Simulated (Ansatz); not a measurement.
# Be3Te2Se: the cost of one run

Program: Ansatz 0.2.0. Level of theory: DFT PBE, scalar-relativistic, plane waves, PAW, unless a step names another level. These are calculated values, not measurements.

10 further runs of the same task are left out: 10 set aside as unsound or not needed.

## Step 1: Plan

Pauling electronegativities: Be 1.57, Te 2.10, Se 2.55 (spread 0.98). The formula balances with common oxidation states: Be +2, Se -2, Te -2. Tabulated atomic sizes suggest about 19 Å³/atom. 44 candidates were drawn, by swapping species into database cells of other compounds, at random by space group and Wyckoff sites, or by hand, as the table says:

| name | made from | space group no. | Wyckoff sites | atoms (primitive cell) | V (Å³/atom) |
| --- | --- | --- | --- | --- | --- |
| c01 | random | 191 | Be 3g; Te 2c; Se 1b | 6 | 22.0 |
| c02 | database cell of NaTi2O3 | 164 | Be 2d, 1a; Te 2d; Se 1b | 6 | 16.5 |
| c03 | random | 191 | Be 3f; Te 2c; Se 1b | 6 | 21.8 |
| c04 | random | 191 | Be 2d, 1b; Te 2c; Se 1a | 6 | 24.5 |
| c05 | random | 71 | Be 4i, 2d; Te 4i; Se 2c | 6 | 22.4 |
| c06 | random | 187 | Be 3k; Te 2h; Se 1b | 6 | 21.5 |
| c07 | random | 99 | Be 2c, 1a; Te 1a, 1a; Se 1b | 6 | 20.1 |
| c08 | database cell of Fe2SbTe3 | 6 | Be 1b, 1a, 1a; Te 1b, 1a; Se 1b | 6 | 16.2 |
| c09 | built by hand: zincblende (001) superlattice | 119 | Be 2c, 4f; Te 4e; Se 2a | 6 | 18.9 |
| c10 | database cell of Ce2AlFe3 | 166 | Be 9d; Te 6c; Se 3a | 6 | 18.6 |
| c11 | built by hand: zincblende (111) superlattice | 156 | Be 1b, 1a, 1c; Te 1b, 1c; Se 1a | 6 | 18.9 |
| c12 | database cell of Eu2H3Br | 164 | Be 2d, 1b; Te 2d; Se 1a | 6 | 17.0 |
| c13 | random | 99 | Be 2c, 1b; Te 1b, 1a; Se 1b | 6 | 22.0 |
| c14 | random | 139 | Be 4d, 2a; Te 4c; Se 2b | 6 | 22.3 |
| c15 | database cell of Li2HfO3 | 12 | Be 4i, 2b; Te 4i; Se 2a | 6 | 18.6 |
| c16 | built by hand: zincblende, MoPt2-type anion order | 44 | Be 4d, 2b; Te 4d; Se 2a | 6 | 18.9 |
| c17 | database cell of Mn2CrSe3 | 71 | Be 4j, 2d; Te 4i; Se 2a | 6 | 18.9 |
| c18 | random | 99 | Be 2c, 1a; Te 1b, 1b; Se 1a | 6 | 24.0 |
| c19 | database cell of Mg3HgAu2 | 123 | Be 2h, 1d; Te 2g; Se 1a | 6 | 18.6 |
| c20 | random | 12 | Be 4e, 2d; Te 4f; Se 2c | 6 | 22.6 |
| c21 | database cell of Pr2Al3Ag | 25 | Be 1c, 1c, 1d; Te 1a, 1b; Se 1d | 6 | 22.4 |
| c22 | random | 71 | Be 4i, 2b; Te 2d, 2c; Se 2a | 6 | 20.9 |
| c23 | database cell of Ag3AuS2 | 1 | Be 1a, 1a, 1a; Te 1a, 1a; Se 1a | 6 | 20.5 |
| c24 | random | 22 | Be 4b, 8j; Te 8h; Se 4d | 6 | 21.9 |
| c25 | random | 12 | Be 4g, 2a; Te 2c, 2b; Se 2d | 6 | 24.2 |
| c26 | database cell of V2O3F | 38 | Be 2b, 4d; Te 2a, 2b; Se 2b | 6 | 19.7 |
| c27 | database cell of CeAl2Cu3 | 65 | Be 4i, 2d; Te 4f; Se 2b | 6 | 19.3 |
| c28 | random | 12 | Be 2b, 4e; Te 4h; Se 2d | 6 | 22.4 |
| c29 | database cell of Ti2AlGe3 | 38 | Be 2a, 2a, 2b; Te 2a, 2b; Se 2b | 6 | 18.5 |
| c30 | database cell of ScCo3B2 | 191 | Be 3g; Te 2c; Se 1a | 6 | 18.7 |
| c31 | random | 2 | Be 1g, 1a, 1b; Te 1e, 1h; Se 1c | 6 | 20.7 |
| c32 | random | 1 | Be 1a, 1a, 1a; Te 1a, 1a; Se 1a | 6 | 20.4 |
| c33 | random | 160 | Be 9b; Te 3a, 3a; Se 3a | 6 | 23.7 |
| c34 | database cell of CsCu3O2 | 164 | Be 3e; Te 2d; Se 1b | 6 | 23.7 |
| c35 | random | 156 | Be 1b, 1c, 1c; Te 1a, 1b; Se 1a | 6 | 21.7 |
| c36 | random | 191 | Be 3g; Te 2d; Se 1a | 6 | 24.5 |
| c37 | built by hand: wurtzite (0001) superlattice | 186 | Be 2b, 2b, 2b; Te 2b, 2b; Se 2b | 12 | 18.9 |
| c38 | database cell of Hg2I3Br | 8 | Be 2a, 2a, 2a; Te 2a, 2a; Se 2a | 6 | 24.3 |
| c39 | database cell of NaCu2O3 | 65 | Be 4i, 2b; Te 4i; Se 2d | 6 | 20.4 |
| c40 | built by hand: anti-Li2SiO3 (ordered wurtzite) | 36 | Be 8b, 4a; Te 8b; Se 4a | 12 | 18.9 |
| c41 | random | 115 | Be 2f, 1d; Te 2g; Se 1b | 6 | 24.3 |
| c42 | random | 191 | Be 2d, 1b; Te 2e; Se 1a | 6 | 23.2 |
| c43 | random | 42 | Be 8c, 4a; Te 8d; Se 4a | 6 | 21.2 |
| c44 | random | 2 | Be 2i, 1a; Te 2i; Se 1f | 6 | 22.7 |

## Step 2: Screening run of c04

Input file input.yaml:

```yaml
crystal:
  lattice:
    - [5.89940478, 0.0, 0.0]
    - [-2.94970239, 5.10903441, 0.0]
    - [0.0, 0.0, 4.86767615]
  atoms:
    - { symbol: Be, position: [0.33333333, 0.66666667, 0.5] }
    - { symbol: Be, position: [0.66666667, 0.33333333, 0.5] }
    - { symbol: Be, position: [0.0, 0.0, 0.5] }
    - { symbol: Te, position: [0.33333333, 0.66666667, 0.0] }
    - { symbol: Te, position: [0.66666667, 0.33333333, 0.0] }
    - { symbol: Se, position: [0.0, 0.0, 0.0] }
basis:
  ecutwfc: 420
kpoints:
  mp_grid: { grid: [3, 3, 3] }
hamiltonian:
  xc: pbe
scf:
  occupations: { method: gaussian, width: 0.15 }
  lower_state_search: "off"
output:
  forces: true
  stress: true
  eigenvalues: true
relax:
  adjacent_minimum: "off"
  f_tol: 0.08
  max_steps: 16
  cell: { stress_tol: 0.8 }
```

On the command line:

```console
$ ansatz run input.yaml --threads 1 --pin off --max-ram 2560MiB --backend cpu --events-out ev --progress --plain --runs-dir out
```

**Question.** How long does this run take on 1 thread of Intel Xeon 6975P-C (Granite Rapids), shared host, and how much memory does it need?

About 5 s, with a peak of 0.42 GiB.
